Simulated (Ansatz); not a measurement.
Crystal: MnCoGe.

```
Ge Co Mn
1.0
     4.09114    0.00000    0.00000
    -2.04557    3.54303    0.00000
     0.00000    0.00000    5.14388
Ge Co Mn
2 2 2
Direct
  0.33333 0.66667 0.25000
  0.66667 0.33333 0.75000
  0.66667 0.33333 0.25000
  0.33333 0.66667 0.75000
  0.00000 0.00000 0.50000
  0.00000 0.00000 0.00000
```

The cell is a database's computed one.

| Quantity | Value |
| --- | --- |
| Program | Ansatz 0.2.0 |
| Task | relaxation of cell and atoms |
| Functional | LDA |
| Potentials or basis | Ansatz PAW |
| Cutoff | 420 eV (not typed: the program's choice for these potentials) |
| k mesh | 8 × 8 × 5 |
| Occupations | fermi-dirac, width 0.05 eV |
| Spin | collinear spin, ferromagnetic start |
| Starting moments | [0.0, 0.0, 2.0, 2.0, 4.0, 4.0] μB |

At the start: volume 12.43 Å³/atom.

Task: Where does the relaxation end?

Result: It ends after 8 steps and the volume is 11.29 Å³/atom (-9.1 %); space group P6_3/mmc (No. 194, to 0.05 Å); moment 5.25 μB per cell.

Step by step:
```
step  energy change (eV)  largest force (eV/Å)  volume (Å³)
   1              0.0000                0.0000        74.56
   2             -0.3591                0.0000        69.39
   3             -0.3842                0.0000        67.40
   4             -0.3854                0.0000        67.79
   5             -0.3854                0.0000        67.77
   6             -0.3819                0.0000        67.77
   7             -0.3819                0.0000        67.75
   8             -0.3819                0.0000        67.75
```

Final structure:
```
CELL_PARAMETERS angstrom
3.97765 0.00000 0.00000
-1.98883 3.44475 0.00000
0.00000 0.00000 4.94487
ATOMIC_POSITIONS crystal
Ge 0.33333 0.66667 0.25000
Ge 0.66667 0.33333 0.75000
Co 0.66667 0.33333 0.25000
Co 0.33333 0.66667 0.75000
Mn 0.00000 0.00000 0.50000
Mn 0.00000 0.00000 0.00000
```

Caveat: the plane-wave basis is chosen anew once the cell has moved, so the energies of steps on either side of that aren't comparable; the PAW data sets come from PBE, with cores solved anew for the run's functional, which leaves a small shift of forces and pressure.
